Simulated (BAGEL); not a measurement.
# One shape, several levels: triplet H2

Wanted: a comparison of 6 runs (ROHF/6-31G*, UHF/3-21G, UHF/6-31G*, ROHF/aug-cc-pVTZ, UHF/aug-cc-pVTZ, CASPT2(2,2)/6-31G*) of triplet H2. 

Program for the calculation: BAGEL 1.2.2.

3 further runs of the same task are left out: 2 that didn't finish, 1 set aside as unsound or not needed. Runs told in other sessions of the task aren't counted.

**1. The molecule**

H2: 2 atoms, total charge 0, spin state triplet. As SMILES of the parent species, `[H][H]`. Geometry: relaxed at PBE0-D4/def2-TZVP. That shape belongs to the parent species and isn't relaxed for this state.

Bond lengths: H1–H2 0.746 Å.

**2. The energy at ROHF/6-31G(d) (density fitting with qzvpp-jkfit, spherical functions) (run 1)**

The input, hf.json:

```json
{ "bagel" : [

{
  "title" : "molecule",
  "basis" : "6-31gs.json",
  "df_basis" : "qzvpp-jkfit",
  "angstrom" : true,
  "geometry" : [
    { "atom" : "H", "xyz" : [       0.319300,      -0.099200,       0.165500 ] },
    { "atom" : "H", "xyz" : [      -0.319300,       0.099200,      -0.165500 ] }
  ]
},

{
  "title" : "rohf",
  "charge" : 0,
  "nopen" : 2
},

{
  "title" : "print",
  "file" : "orbitals.molden",
  "orbitals" : true
}

]}
```

The basis set 6-31G* is read from a file made from the Basis Set Exchange's data (not shown).

The run is started by

```console
$ BAGEL_NUM_THREADS=1 BAGEL hf.json > hf.out
```

Log:

```text
* using 1 threads per process

  ===============================================================
  ===============================================================

  *** Geometry ***

  { "atom" : "H", "xyz" : [      0.603390,     -0.187461,      0.312750 ] },
  { "atom" : "H", "xyz" : [     -0.603390,      0.187461,     -0.312750 ] },

  Number of auxiliary basis functions:       36

  Since a DF basis is specified, we compute 2- and 3-index integrals:
    o Being stored without compression. Storage requirement is 0.000 GB

  Number of basis functions:        4
  Number of electrons      :        2

    * METHOD: MOLECULE                             0.01

  *** Open-shell HF ***

  === Nuclear Repulsion ===
     0.7092142410

      * DIIS with orbital gradients will be used.

  === ROHF iteration (6-31gs.json) ===
      0         -0.73558877          0.10628084           0.00
      1         -0.75755866          0.02760127           0.00
      2         -0.75894614          0.00717109           0.00
      3         -0.75904046          0.00004396           0.00
      4         -0.75904051          0.00000025           0.00
      5         -0.75904051          0.00000011           0.00
      6         -0.75904051          0.00000008           0.00
      7         -0.75904051          0.00000000           0.00
    * SCF iteration converged.

    * S^2 (ROHF) is 2.0000

    * Permanent dipole moment:
           (    0.000000,    -0.000000,     0.000000) a.u.

    * METHOD: ROHF                                 0.02

    * METHOD: PRINT                                0.00

  ===============================================================
```

It took 0.16 s on 1 thread of Arm Neoverse N1, shared host.

**3. The energy at UHF/3-21G (density fitting with qzvpp-jkfit) (run 2)**

The input, input.json:

```json
{ "bagel": [

{
  "title": "molecule",
  "basis": "3-21g",
  "df_basis": "qzvpp-jkfit",
  "angstrom": true,
  "geometry": [
    { "atom": "H", "xyz": [    0.319300,   -0.099200,    0.165500 ] },
    { "atom": "H", "xyz": [   -0.319300,    0.099200,   -0.165500 ] }
  ]
},
{ "title": "uhf", "nopen": 2 },
{ "title": "print", "file": "orbitals.molden", "orbitals": true }

]}
```

The run is started by

```console
$ BAGEL_NUM_THREADS=1 BAGEL input.json > input.out
```

Log:

```text
* using 1 threads per process

  ===============================================================
  ===============================================================

  *** Geometry ***

  { "atom" : "H", "xyz" : [      0.603390,     -0.187461,      0.312750 ] },
  { "atom" : "H", "xyz" : [     -0.603390,      0.187461,     -0.312750 ] },

  Number of auxiliary basis functions:       36

  Since a DF basis is specified, we compute 2- and 3-index integrals:
    o Being stored without compression. Storage requirement is 0.000 GB

  Number of basis functions:        4
  Number of electrons      :        2

    * METHOD: MOLECULE                             0.02

  *** Open-shell HF ***

  === Nuclear Repulsion ===
     0.7092142410

      * DIIS with orbital gradients will be used.

  === UHF iteration (3-21g) ===
      0         -0.73025218          0.10239063           0.00
      1         -0.75006031          0.02624347           0.00
      2         -0.75129581          0.00671394           0.00
      3         -0.75137818          0.00003156           0.00
      4         -0.75137820          0.00000017           0.00
      5         -0.75137820          0.00000002           0.00
      6         -0.75137820          0.00000001           0.00
    * SCF iteration converged.

    * S^2 (UHF) is 2.0000

    * Permanent dipole moment:
           (   -0.000000,     0.000000,    -0.000000) a.u.

    * METHOD: UHF                                  0.02

    * METHOD: PRINT                                0.00

  ===============================================================
```

Wall time 0.18 s (1 thread of Arm Neoverse N1, shared host).

Runs 3 to 4 aren't shown in full; the table further down has their settings and results.

**4. A single-point energy at UHF/aug-cc-pVTZ (density fitting with qzvpp-jkfit) (run 5)**

The input, hf.json:

```json
{ "bagel" : [

{
  "title" : "molecule",
  "basis" : "aug-cc-pvtz.json",
  "df_basis" : "qzvpp-jkfit",
  "angstrom" : "true",
  "geometry" : [
    { "atom" : "H", "xyz" : [    0.319300,   -0.099200,    0.165500 ] },
    { "atom" : "H", "xyz" : [   -0.319300,    0.099200,   -0.165500 ] }
  ]
},
{ "title" : "uhf", "nopen" : 2 },
{ "title" : "print", "file" : "orbitals.molden", "orbitals" : "true" }

]}
```

The basis set aug-cc-pVTZ is read from a file made from the Basis Set Exchange's data (not shown).

The run is started by

```console
$ BAGEL_NUM_THREADS=1 BAGEL hf.json > hf.out
```

Log:

```text
* using 1 threads per process

  ===============================================================
  ===============================================================

  *** Geometry ***

  { "atom" : "H", "xyz" : [      0.603390,     -0.187461,      0.312750 ] },
  { "atom" : "H", "xyz" : [     -0.603390,      0.187461,     -0.312750 ] },

  Number of auxiliary basis functions:       36

  Since a DF basis is specified, we compute 2- and 3-index integrals:
    o Being stored without compression. Storage requirement is 0.001 GB

  Number of basis functions:       46
  Number of electrons      :        2

    * METHOD: MOLECULE                             0.02

  *** Open-shell HF ***

  === Nuclear Repulsion ===
     0.7092142410

      * DIIS with orbital gradients will be used.

  === UHF iteration (aug-cc-pvtz.json) ===
      0         -0.76866963          0.01621803           0.00
      1         -0.77971024          0.00383620           0.00
      2         -0.78043077          0.00095445           0.00
      3         -0.78050762          0.00010756           0.00
      4         -0.78051181          0.00006287           0.00
      5         -0.78051272          0.00000466           0.00
      6         -0.78051274          0.00000036           0.00
      7         -0.78051274          0.00000004           0.00
      8         -0.78051274          0.00000001           0.00
    * SCF iteration converged.

    * S^2 (UHF) is 2.0000

    * Permanent dipole moment:
           (   -0.000000,     0.000000,    -0.000000) a.u.

    * METHOD: UHF                                  0.03

    * METHOD: PRINT                                0.01

  ===============================================================
```

Run time: 0.18 s. Hardware: 1 thread of Arm Neoverse N1, shared host.

**5. The energy at CASPT2(2,2)/6-31G(d) (density fitting with qzvpp-jkfit, spherical functions) (run 6)**

The input, input.json:

```json
{ "bagel": [

{
  "title": "molecule",
  "basis": "6-31gs.json",
  "df_basis": "qzvpp-jkfit",
  "angstrom": "true",
  "geometry": [
    { "atom": "H", "xyz": [    0.319300,   -0.099200,    0.165500 ] },
    { "atom": "H", "xyz": [   -0.319300,    0.099200,   -0.165500 ] }
  ]
},
{ "title": "hf" },
{ "title": "casscf", "nstate": 1, "nact": 2, "nclosed": 0, "charge": 0, "nspin": 2, "maxiter": 200, "natocc": "true" },
{ "title": "print", "file": "orbitals.molden", "orbitals": "true" },
{ "title": "smith", "method": "caspt2", "ms": "true", "xms": "true", "sssr": "true", "shift": 0.0, "frozen": "false" }

]}
```

The basis set 6-31G* is read from a file made from the Basis Set Exchange's data (not shown).

The run is started by

```console
$ BAGEL_NUM_THREADS=1 BAGEL input.json > input.out
```

Log:

```text
* using 1 threads per process

  ===============================================================
  ===============================================================

  *** Geometry ***

  { "atom" : "H", "xyz" : [      0.603390,     -0.187461,      0.312750 ] },
  { "atom" : "H", "xyz" : [     -0.603390,      0.187461,     -0.312750 ] },

  Number of auxiliary basis functions:       36

  Since a DF basis is specified, we compute 2- and 3-index integrals:
    o Being stored without compression. Storage requirement is 0.000 GB

  Number of basis functions:        4
  Number of electrons      :        2

    * METHOD: MOLECULE                             0.01

  *** RHF ***

  === Nuclear Repulsion ===
     0.7092142410

      * DIIS with orbital gradients will be used.

  === RHF iteration (6-31gs.json) ===
      0         -1.12419330          0.03092155           0.00
      1         -1.12660144          0.00459896           0.00
      2         -1.12665609          0.00000781           0.00
      3         -1.12665609          0.00000028           0.00
      4         -1.12665608          0.00001690           0.00
      5         -1.12665609          0.00000405           0.00
      6         -1.12665609          0.00000000           0.00
    * SCF iteration converged.

    * Permanent dipole moment:
           (   -0.000000,     0.000000,    -0.000000) a.u.

    * METHOD: HF                                   0.02

  ---------------------------
      CASSCF calculation
  ---------------------------

    * nstate   :      1
    * nclosed  :      0
    * nact     :      2
    * nvirt    :      2
  === CASSCF iteration (6-31gs.json) ===

    * Using the second-order algorithm

      0  0        -0.72980775     1.73e-01      0.00

      1  0        -0.75903968     9.43e-04      0.00

      2  0        -0.75904051     7.82e-09      0.00

    * Second-order optimization converged. *

     guess   0:   closed ..                   open 11

  === FCI iteration ===

      0  0 *      -0.75904051     0.00e+00      0.00

     * ci vector, state   0, <S^2> = 2.0000
       aa     1.0000000000

    * METHOD: CASSCF                               0.00

    * METHOD: PRINT                                0.00

  === SMITH program ===

    * Approximate memory requirement for SMITH calulation per MPI process:
      o Storage requirement for T-amplitude, lambda, and residual is 0.00 GB
      o Storage requirement for MO integrals is 0.00 GB
    * Calculating and saving rdm4f

    * Zeroth order energy : state  0       -0.4101438136

    * CASPT2 iteration is performed using redundant basis

      ---- iteration ----

        0    -0.00116545     0.00161169      0.00
        1    -0.00117181     0.00000000      0.00

      -------------------

    * CASPT2 energy : state  0       -0.7602123176
        reference weight              0.9994968054

    * METHOD: SMITH                                0.01

  ===============================================================
```

It took 0.18 s on 1 thread of Arm Neoverse N1, shared host.

**6. All runs side by side**

```
run                                                                       level  iteration cap  active rule  energy (Eh)  dipole moment (D)   ⟨S²⟩  wall time
  1         ROHF/6-31G* (density fitting with qzvpp-jkfit, spherical functions)              –            –    -0.759041               0.00  2.000     0.16 s
  2                                UHF/3-21G (density fitting with qzvpp-jkfit)              –            –    -0.751378               0.00  2.000     0.18 s
  3          UHF/6-31G* (density fitting with qzvpp-jkfit, spherical functions)              –            –    -0.759041               0.00  2.000     0.16 s
  4                         ROHF/aug-cc-pVTZ (density fitting with qzvpp-jkfit)              –            –    -0.780513               0.00  2.000     0.18 s
  5                          UHF/aug-cc-pVTZ (density fitting with qzvpp-jkfit)              –            –    -0.780513               0.00  2.000     0.18 s
  6  CASPT2(2,2)/6-31G* (density fitting with qzvpp-jkfit, spherical functions)            200      valence    -0.760212                  –      –     0.18 s
```

**7. What came out**

| quantity | value |
| --- | --- |
| run 6: total energy | -0.76021 Eh |

All runs together took 1 s, the longest 0.18 s.
